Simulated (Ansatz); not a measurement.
**C2H8BNSi: how energies converge with the basis set**

How large a basis does C2H8BNSi need? Two functionals are run in growing sets.

The runs use Ansatz 0.2.0, Gaussian basis; one geometry, several basis sets.

Plan: PBE0-D4/def2-SVP; ωB97M-V/def2-SVP; PBE0-D4/def2-QZVPP; ωB97M-V/def2-QZVPP; the functionals' def2-TZVPP values are taken from earlier runs.

**1. The geometry**

An earlier PBE0-D4 in a triple-zeta def2 set relaxation fixed the geometry.

SMILES `C=NBC[SiH3]`, 13 atoms, charge 0, spin multiplicity 1.

Atoms are counted from 1 here; the program's logs count them from 0.

Bond lengths: C1–N2 1.240 Å, C1–H6 1.095 Å, C1–H7 1.095 Å, N2–B3 1.360 Å, B3–C4 1.570 Å, B3–H8 1.200 Å, C4–Si5 1.876 Å, C4–H9 1.095 Å, C4–H10 1.094 Å, Si5–H11 1.489 Å, Si5–H12 1.489 Å, Si5–H13 1.488 Å. Angles: N2–C1–H6 121.6°, N2–C1–H7 121.6°, H6–C1–H7 116.7°, C1–N2–B3 179.6°, N2–B3–C4 121.9°, N2–B3–H8 116.4°, C4–B3–H8 121.6°, B3–C4–Si5 110.5°, B3–C4–H9 110.5°, B3–C4–H10 112.6°, Si5–C4–H9 107.0°, Si5–C4–H10 107.6°, H9–C4–H10 108.5°, C4–Si5–H11 110.4°, C4–Si5–H12 111.1°, C4–Si5–H13 110.9°, H11–Si5–H12 108.1°, H11–Si5–H13 108.1° and more.

**2. PBE0-D4 in def2-SVP**

File in.yaml:

```yaml
crystal:
  periodic: [false, false, false]
  atoms:
    - {symbol: C, position_ang: [-1.145298, -0.225035, 2.455534]}
    - {symbol: N, position_ang: [-0.805453, -0.570913, 1.314495]}
    - {symbol: B, position_ang: [-0.437693, -0.942779, 0.058694]}
    - {symbol: C, position_ang: [0.916511, -0.473369, -0.581886]}
    - {symbol: Si, position_ang: [0.640486, 1.028526, -1.671255]}
    - {symbol: H, position_ang: [-0.910269, -0.834850, 3.334333]}
    - {symbol: H, position_ang: [-1.696488, 0.704298, 2.633607]}
    - {symbol: H, position_ang: [-1.222791, -1.615820, -0.550916]}
    - {symbol: H, position_ang: [1.331487, -1.259318, -1.220698]}
    - {symbol: H, position_ang: [1.666151, -0.205174, 0.168383]}
    - {symbol: H, position_ang: [0.162212, 2.179078, -0.856900]}
    - {symbol: H, position_ang: [1.901243, 1.435285, -2.351690]}
    - {symbol: H, position_ang: [-0.379596, 0.745271, -2.717001]}
basis:
  gaussian: {orbitals: def2-SVP}
hamiltonian: {xc: pbe0, dispersion: d4}
output: {orbitals: {seedname: orbitals}}
```

Further steps of the session: ωB97M-V in def2-SVP; PBE0-D4 in def2-QZVPP; ωB97M-V in def2-QZVPP.

Q: Predict the results of all the runs planned. Wanted: PBE0-D4: double and triple zeta above quadruple; ωB97M-V: double and triple zeta above quadruple.

**Answer**, as computed:

| quantity | value |
| --- | --- |
| PBE0-D4: double and triple zeta above quadruple | 7.99, 0.52 eV |
| ωB97M-V: double and triple zeta above quadruple | 8.24, 0.48 eV |

For PBE0-D4 the step from double to triple zeta gains 7.47 eV and the next only 0.52 eV. Total energies overstate the basis error of differences, where much of it tends to cancel.
